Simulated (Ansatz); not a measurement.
CoPd3, 4 atoms in the cell. The typed cell holds 4 atoms: a = 3.850 Å, b = 3.850 Å, c = 3.850 Å, α = 90.00°, β = 90.00°, γ = 90.00°. The cell comes from a database or a generator and needn't be the stable form of this composition. The cell isn't the ideal one: atoms moved at random, drawn with an rms of 0.05 Å.

- Program: Ansatz 0.2.0
- Task: single point
- Functional: PBEsol
- Potentials or basis: all-electron LAPW, scalar-relativistic
- Cutoff: 279 eV (chosen from the basis error)
- Basis error allowed: 0.001 eV/atom
- k mesh: 7 × 7 × 7
- Occupations: fermi-dirac, width 0.05 eV
- Spin: collinear spin, ferromagnetic start
- Starting moments: [0.0, 0.0, 0.0, 2.0] μB

Potentials or basis: all-electron LAPW, scalar-relativistic.

Launch:

```console
$ ansatz run input.yaml --threads 4 --pin off --max-ram 12288MiB --backend cpu --events-out ev --progress --plain --runs-dir out
```

Hardware: 4 threads of Arm Neoverse V2, with other jobs on the host.

Problem. Estimate the wall time of this run.

Solution. It took 4.5 min on 4 threads of Arm Neoverse V2, on a shared host, peak memory 2.6 GiB. Counts: scf iterations 16, plane waves 619, k points 172, bands 62.
